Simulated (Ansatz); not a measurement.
A nudged elastic band was laid between two geometries of a periodic cell of 17 atoms, HC₁₆ (host C, host structure diamond, interstitial H), cell charge +1.

These are results of DFT PBE, scalar-relativistic, plane waves, PAW in Ansatz 0.2.0, not measurements. Settings: PAW set soft_1, cutoff 420 eV, k mesh 3x3x3, fermi-dirac smearing 0.02 eV, no spin polarisation.

```json
{
  "movable images": "5",
  "climbing image": "yes",
  "spring": "5.0 eV/Å²",
  "optimiser": "lbfgs",
  "start path": "IDPP",
  "force threshold": "0.03 eV/Å",
  "iteration limit": "45",
  "end points": "relaxed"
}
```

Initial state:

```xyz
17
Lattice="0.0000 3.5700 3.5700 3.5700 0.0000 3.5700 3.5700 3.5700 0.0000" Properties=species:S:1:pos:R:3
C -0.003 -0.032 -0.034
C 0.925 0.824 0.854
C 1.787 1.761 -0.046
C 2.673 2.650 0.848
C 1.799 -0.029 1.766
C 2.689 0.871 2.642
C 3.564 1.762 1.739
C 4.457 2.651 2.624
C 0.060 1.694 1.826
C 0.892 2.656 2.643
C 1.769 3.541 1.723
C 2.646 4.441 2.612
C 1.769 1.756 3.520
C 2.586 2.718 4.352
C 3.558 3.588 3.487
C 4.446 4.444 4.415
H 3.651 2.205 4.330
```

Final state:

```xyz
17
Lattice="0.0000 3.5700 3.5700 3.5700 0.0000 3.5700 3.5700 3.5700 0.0000" Properties=species:S:1:pos:R:3
C 0.033 -0.066 0.034
C 0.895 0.872 0.933
C 1.779 1.761 0.039
C 2.673 2.649 0.922
C 1.753 -0.019 1.845
C 2.736 0.806 2.631
C 3.568 1.768 1.817
C 4.446 2.652 2.735
C -0.006 1.761 1.832
C 0.906 2.651 2.691
C 1.794 3.552 1.815
C 2.670 4.443 2.718
C 1.693 1.830 3.677
C 2.664 2.697 4.539
C 3.552 3.555 3.612
C 4.443 4.438 4.509
H 2.743 1.280 3.710
```

Question: What changes between the two ends?

Answer: Contacts lost: C9–H17, C14–H17. Contacts made: C6–H17, C13–H17. The atom that moves furthest is H17, by 1.44 Å; four of its nearest neighbours are C9 1.18, C14 1.18, C2 1.62, C15 1.62 Å at the first end and C6 1.18, C13 1.19, C1 1.60, C14 1.64 Å at the last.

Question: What energy profile does the band end with?

Answer: The run converged. The highest image is number 3 of 0 to 6, 0.044 eV above the ends, which have the same energy within 2 meV. The profile has 3 maxima (images 1, 3, 5) with wells between them (images 2, 4): this band takes more than one step, which may be the mechanism or a detour left from its start path. By the program's own check the climbing image is of a kind that is not told: the force calls were inconclusive, a negative curvature could not be distinguished from the path's own, the only one lies far off the path, or fixed occupations may fill a level only in part (lowest curvatures found: -2.69 and 0.73 eV/Å²). Limits of this set-up: a small cell, in which the defect meets its images, charged cell in a uniform background, uncorrected.

```csv
image,path coordinate (Å),energy (eV),C9–H17 (Å),C14–H17 (Å),C6–H17 (Å)
0,0.00,0.000,1.18,1.18,2.36
1,0.36,0.014,1.16,1.19,2.08
2,0.73,0.000,1.18,1.18,1.94
3,1.10,0.044,1.36,1.16,1.83
4,1.45,0.000,1.63,1.19,1.61
5,1.81,0.042,1.85,1.38,1.33
6,2.17,0.000,1.94,1.64,1.18
```

Question: What is the geometry of the highest image?

Answer: 
```xyz
17
Lattice="0.0000 3.5700 3.5700 3.5700 0.0000 3.5700 3.5700 3.5700 0.0000" Properties=species:S:1:pos:R:3
C 0.016 -0.021 -0.019
C 0.930 0.865 0.875
C 1.806 1.769 -0.015
C 2.695 2.660 0.872
C 1.789 -0.028 1.777
C 2.692 0.864 2.636
C 3.581 1.769 1.761
C 4.475 2.645 2.662
C 0.065 1.747 1.818
C 0.916 2.692 2.651
C 1.810 3.562 1.756
C 2.695 4.447 2.669
C 1.749 1.747 3.501
C 2.695 2.746 4.442
C 3.594 3.559 3.542
C 4.467 4.447 4.441
H 2.828 1.596 4.309
```

Time of the run: 12 min on 1 thread of Arm Neoverse V2, on a shared host, peak memory 0.48 GiB.
